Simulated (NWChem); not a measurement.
# AsF3 (arsenic trifluoride) at 5 levels

Aim: a comparison of 5 runs (HF/STO-3G, HF/3-21G, M06-2X/cc-pVDZ, B3LYP/6-31G*) of AsF3 (arsenic trifluoride). 

Program for the calculation: NWChem 7.3.0.

2 further runs of the same task are left out: 2 that didn't finish.

## (1) The system as given

The species is AsF3 (4 atoms), meant as a singlet with charge 0. As SMILES, `F[As](F)F`. The coordinates come from a PBE0-D4/def2-TZVP relaxation.

Bond lengths: F1–As2 1.715 Å, As2–F3 1.715 Å, As2–F4 1.715 Å. Angles: F1–As2–F3 95.9°, F1–As2–F4 95.9°, F3–As2–F4 95.9°.

## (2) Energy and forces at HF/STO-3G (run 1)

Input file calc.xyz:

```xyz
4

F     -0.445870     0.395590     1.362650
As    -0.461950    -0.457240    -0.125630
F      1.203970    -0.865930    -0.112740
F     -0.296160     0.927580    -1.124280
```

Input file calc.nw:

```
start calc
memory stack 880 mb heap 220 mb global 1100 mb
geometry units angstrom noautosym nocenter noautoz
   load format xyz calc.xyz
end
basis spherical bse
   * library STO-3G
end
scf
   thresh 1e-08
   maxiter 80
   print medium
end
task scf gradient
```

Run with:

```bash
$ nwchem calc.nw > calc.out
```

The program printed:

```text
[...]
  functions       =    33
[...]
  wavefunction    = RHF
[...]
         Total SCF energy =  -2503.388691048343
      One-electron energy =  -4162.235425686064
      Two-electron energy =   1333.506701365738
 Nuclear repulsion energy =    325.340033271983
        Time for solution =      1.4s
[...]
                         RHF ENERGY GRADIENTS
    atom               coordinates                        gradient
                 x          y          z           x          y          z
   1 F      -0.842572   0.747557   2.575035   -0.006829  -0.002427   0.005825
   2 As     -0.872959  -0.864058  -0.237406    0.011187   0.011062   0.003033
   3 F       2.275173  -1.636370  -0.213048    0.001698  -0.008956  -0.001812
   4 F      -0.559661   1.752872  -2.124581   -0.006057   0.000321  -0.007045
[...]
```

It took 2.5 s on 1 thread of AMD EPYC 7B13 (Zen 3), shared host; peak memory 0.099 GiB.

## (3) Energy and forces at HF/3-21G (run 2)

Input file asf3.xyz:

```xyz
4

F     -0.445870     0.395590     1.362650
As    -0.461950    -0.457240    -0.125630
F      1.203970    -0.865930    -0.112740
F     -0.296160     0.927580    -1.124280
```

Input file run.py:

```python
from ase.io import read
from ase.calculators.nwchem import NWChem

atoms = read('asf3.xyz')

calc = NWChem(
    label='asf3',
    theory='scf',
    memory='2200 mb',
    basis='3-21G',
    basispar='spherical bse',
    scf={'nopen': '0', 'rhf': None, 'thresh': '1e-08', 'maxiter': '80'},
)
atoms.calc = calc

forces = atoms.get_forces()
e = atoms.get_potential_energy()
print(f"E = {e:.6f} eV")
print("forces (eV/A):")
for s, f in zip(atoms.symbols, forces):
    print(f"{s:2s} {f[0]:10.5f} {f[1]:10.5f} {f[2]:10.5f}")
print("dipole (e A):", atoms.get_dipole_moment().round(4))
```

Run with:

```bash
$ export ASE_NWCHEM_COMMAND="nwchem PREFIX.nwi > PREFIX.nwo"
$ python run.py
```

The program printed:

```text
E = -68578.914786 eV
forces (eV/A):
F     0.08690   -0.50332   -1.02129
As    1.00571    0.99599    0.27398
F    -1.07421    0.38489    0.01759
F    -0.01841   -0.87762    0.72973
dipole (e A): [-0.4887 -0.4837 -0.1329]
```

The calculator wrote asf3.nwi:

```
title "asf3"

permanent_dir asf3

scratch_dir asf3

start asf3

geometry units angstrom nocenter noautosym noautoz
  F  -4.4586999999999999e-01 3.9559000000000000e-01 1.3626499999999999e+00
  As -4.6195000000000003e-01 -4.5723999999999998e-01 -1.2562999999999999e-01
  F  1.2039700000000000e+00 -8.6592999999999998e-01 -1.1274000000000001e-01
  F  -2.9615999999999998e-01 9.2757999999999996e-01 -1.1242799999999999e+00
end

memory 2200 mb

basis spherical bse noprint
   * library 3-21G
end

scf
  nopen 0
  rhf
  thresh 1e-08
  maxiter 80
end

task scf gradient
```

asf3.nwo:

```text
Northwest Computational Chemistry Package (NWChem) 7.3.0
             --------------------------------------------------------

           Job information
           ---------------

    nwchem branch   = 7.3.0
    use scalapack   = T
    input           = asf3.nwi
    prefix          = asf3.
    data base       = asf3/asf3.db
    status          = startup
    nproc           =        1

           Memory information
           ------------------

    heap     =     72089598 doubles =      550.0 Mbytes
    stack    =     72089595 doubles =      550.0 Mbytes
    global   =    144179200 doubles =     1100.0 Mbytes (distinct from heap & stack)
    total    =    288358393 doubles =     2200.0 Mbytes
    verify   = yes
    hardfail = no

[... 119 lines left out ...]
 Convergence threshold     :          1.000E-08
[... 13 lines left out ...]
       Final RHF  results
[... 3 lines left out ...]
      One-electron energy =  -4166.754605246358
[... 1 line left out ...]
 Nuclear repulsion energy =    325.340033271983
[... 48 lines left out ...]
                       ROHF Final Molecular Orbital Analysis
[... 189 lines left out ...]
  wavefunction    =   RHF

                         RHF ENERGY GRADIENTS

    atom               coordinates                        gradient
                 x          y          z           x          y          z
   1 F      -0.842572   0.747557   2.575035   -0.001690   0.009788   0.019861
   2 As     -0.872959  -0.864058  -0.237406   -0.019558  -0.019369  -0.005328
   3 F       2.275173  -1.636370  -0.213048    0.020890  -0.007485  -0.000342
   4 F      -0.559661   1.752872  -2.124581    0.000358   0.017067  -0.014191

                 ----------------------------------------
                 |  Time  |  1-e(secs)   |  2-e(secs)   |
                 ----------------------------------------
                 |  CPU   |       0.00   |       0.37   |
                 ----------------------------------------
                 |  WALL  |       0.00   |       0.37   |
                 ----------------------------------------

 Task  times  cpu:        2.6s     wall:        2.6s
 Total times  cpu:        2.6s     wall:        2.6s
```

It took 3.9 s on 1 thread of AMD EPYC 7B13 (Zen 3), shared host; peak memory 0.098 GiB.

## (4) Energy and forces at M06-2X/cc-pVDZ (run 3)

Input file sp.nw:

```
START sp
TITLE "AsF3 M06-2X"
memory stack 880 mb heap 220 mb global 1100 mb
GEOMETRY units angstroms noautosym nocenter noautoz
 F       -0.445870       0.395590       1.362650
 As      -0.461950      -0.457240      -0.125630
 F        1.203970      -0.865930      -0.112740
 F       -0.296160       0.927580      -1.124280
END
BASIS "ao basis" spherical bse
 F library cc-pVDZ
 As library cc-pVDZ
END
DFT
 xc m06-2x
 grid xfine
 convergence energy 1e-08
 iterations 100
 mulliken
 print medium
END
TASK dft gradient
```

Run with:

```bash
$ nwchem sp.nw > sp.out
```

The program printed:

```text
[...]
          Wavefunction type:  closed shell.
          No. of atoms     :     4
          No. of electrons :    60
[...]
          Charge           :     0
          Spin multiplicity:     1
[...]
          AO basis - number of functions:    69
[...]
              XC Information
              --------------
                       M06-2X Method XC Functional
                     Hartree-Fock (Exact) Exchange  0.540
                        M06-2X Exchange Functional  1.000
                      M06-2X Correlation Potential  1.000
[...]
 d= 0,ls=0.0,diis     1  -2535.2543243744 -2.86D+03  1.63D-02  1.04D+00     9.1
[...]
 d= 0,ls=0.0,diis     8  -2535.3676371337 -2.56D-09  6.19D-07  4.92D-09    47.5
         Total DFT energy =    -2535.367637133736
      One electron energy =    -4178.764432265314
           Coulomb energy =     1432.599296222620
    Exchange-Corr. energy =     -114.542534363025
 Nuclear repulsion energy =      325.340033271983
[...]
      Total Density - Mulliken Population Analysis
     ---------------------------------------------
    Atom       Charge   Shell Charges
 -----------   ------   -------------------------------------------------------
    1 F    9     9.39   2.00  0.89  1.04  3.31  2.14  0.00
    2 As  33    31.84   2.00  2.00  2.02  1.08  0.64  6.00  6.00  1.23  0.50  9.97  0.39
    3 F    9     9.39   2.00  0.89  1.04  3.31  2.14  0.00
    4 F    9     9.39   2.00  0.89  1.04  3.31  2.14  0.00
[...]
  wavefunction    = closed shell
                         DFT ENERGY GRADIENTS
    atom               coordinates                        gradient
                 x          y          z           x          y          z
   1 F      -0.842572   0.747557   2.575035   -0.000521  -0.006601  -0.010930
   2 As     -0.872959  -0.864058  -0.237406    0.014663   0.014502   0.003978
   3 F       2.275173  -1.636370  -0.213048   -0.012529   0.002573  -0.000203
   4 F      -0.559661   1.752872  -2.124581   -0.001612  -0.010474   0.007155
[...]
```

It took 66 s on 1 thread of AMD EPYC 7B13 (Zen 3), shared host; peak memory 0.12 GiB.

Run 4 isn't shown in full; the table further down has it.

## (5) Energy and gradient at B3LYP/6-31G(d) (Cartesian functions) (run 5)

Input file run.py:

```python
from ase import Atoms
from ase.calculators.nwchem import NWChem

mol = Atoms(['F', 'As', 'F', 'F'], positions=[
    [-0.445870, 0.395590, 1.362650],
    [-0.461950, -0.457240, -0.125630],
    [1.203970, -0.865930, -0.112740],
    [-0.296160, 0.927580, -1.124280],
])

calc = NWChem(
    label='struct',
    theory='dft',
    memory='2200 mb',
    basis='6-31G*',
    dft={'xc': 'b3lyp', 'mult': '1', 'grid': 'xfine', 'convergence': 'energy 1e-08', 'iterations': '100', 'mulliken': None},
)
mol.calc = calc

forces = mol.get_forces()
print(f"energy = {mol.get_potential_energy():.6f} eV")
print("forces (eV/A):")
for s, f in zip(mol.symbols, forces):
    print(f"{s:2s} {f[0]:10.5f} {f[1]:10.5f} {f[2]:10.5f}")
print("dipole (e A):", mol.get_dipole_moment().round(4))
```

Run with:

```bash
$ export ASE_NWCHEM_COMMAND="nwchem PREFIX.nwi > PREFIX.nwo"
$ python run.py
```

The program printed:

```text
energy = -68986.773154 eV
forces (eV/A):
F    -0.04978    0.29557    0.59783
As   -0.59269   -0.58626   -0.16080
F     0.63049   -0.22430   -0.01008
F     0.01198    0.51494   -0.42696
dipole (e A): [-0.3293 -0.326  -0.0896]
```

The calculator wrote struct.nwi:

```
title "struct"

permanent_dir struct

scratch_dir struct

start struct

geometry units angstrom nocenter noautosym noautoz
  F  -4.4586999999999999e-01 3.9559000000000000e-01 1.3626499999999999e+00
  As -4.6195000000000003e-01 -4.5723999999999998e-01 -1.2562999999999999e-01
  F  1.2039700000000000e+00 -8.6592999999999998e-01 -1.1274000000000001e-01
  F  -2.9615999999999998e-01 9.2757999999999996e-01 -1.1242799999999999e+00
end

memory 2200 mb

basis noprint
   * library 6-31G*
end

dft
  xc b3lyp
  mult 1
  grid xfine
  convergence energy 1e-08
  iterations 100
  mulliken
end

task dft gradient
```

struct.nwo:

```text
Northwest Computational Chemistry Package (NWChem) 7.3.0
             --------------------------------------------------------

           Job information
           ---------------

    nwchem branch   = 7.3.0
    use scalapack   = T
    input           = struct.nwi
    prefix          = struct.
    data base       = struct/struct.db
    status          = startup
    nproc           =        1

           Memory information
           ------------------

    heap     =     72089598 doubles =      550.0 Mbytes
    stack    =     72089595 doubles =      550.0 Mbytes
    global   =    144179200 doubles =     1100.0 Mbytes (distinct from heap & stack)
    total    =    288358393 doubles =     2200.0 Mbytes
    verify   = yes
    hardfail = no

[... 90 lines left out ...]
  convergence criterion.
[... 39 lines left out ...]
          Spatial weights used:  Erf1
[... 79 lines left out ...]
         Total DFT energy =    -2535.217173134395
[... 3 lines left out ...]
 Nuclear repulsion energy =      325.340033271983
[... 631 lines left out ...]
          Convergence on gradient requested:  5.00D-04
[... 26 lines left out ...]
          total energy or number of iterations.
[... 26 lines left out ...]
                         DFT ENERGY GRADIENTS

    atom               coordinates                        gradient
                 x          y          z           x          y          z
   1 F      -0.842572   0.747557   2.575035    0.000968  -0.005748  -0.011626
   2 As     -0.872959  -0.864058  -0.237406    0.011526   0.011401   0.003127
   3 F       2.275173  -1.636370  -0.213048   -0.012261   0.004362   0.000196
   4 F      -0.559661   1.752872  -2.124581   -0.000233  -0.010014   0.008303

                 ----------------------------------------
                 |  Time  |  1-e(secs)   |  2-e(secs)   |
                 ----------------------------------------
                 |  CPU   |       0.00   |       3.05   |
                 ----------------------------------------
                 |  WALL  |       0.00   |       3.05   |
                 ----------------------------------------

 Task  times  cpu:       17.2s     wall:       17.2s
 Total times  cpu:       17.2s     wall:       17.2s
```

Run time: 19 s. Hardware: 1 thread of AMD EPYC 7B13 (Zen 3), shared host; peak memory 0.13 GiB.

## (6) All runs side by side

```
run                               level  iteration cap  module   energy (Eh)  dipole moment (D)  HOMO energy (eV)  LUMO energy (eV)  wall time
  1                           HF/STO-3G             80     scf  -2503.388691               1.27             -8.32              9.59      2.5 s
  2                            HF/3-21G             80     scf  -2520.228654               3.36            -12.76              3.43      3.9 s
  3                      M06-2X/cc-pVDZ            100     dft  -2535.367637               2.55            -10.96              0.42       66 s
  4  B3LYP/6-31G* (spherical functions)            100     dft  -2535.206064               2.27             -9.28             -0.81       17 s
  5  B3LYP/6-31G* (Cartesian functions)            100     dft  -2535.217173               2.27             -9.27             -0.83       19 s
```

## (7) What came out

```
                       quantity           value
            run 5: total energy  -2535.21717 Eh
           run 5: dipole moment          2.27 D
             run 5: HOMO energy        -9.27 eV
             run 5: LUMO energy        -0.83 eV
           run 5: HOMO–LUMO gap         8.44 eV
run 5: largest force on an atom      0.849 eV/Å
```

**Reading.** The dipole moment (its size) runs from 1.27 D (HF/STO-3G) to 3.36 D (HF/3-21G). The HOMO–LUMO gap runs from 8.44 eV (B3LYP/6-31G*) to 17.91 eV (HF/STO-3G). The two ends differ in method and basis. Totals of different functionals can't be ranked against each other. In run 1 the basis is minimal, so the values are rough. All runs together took 1.8 min, the longest 66 s.
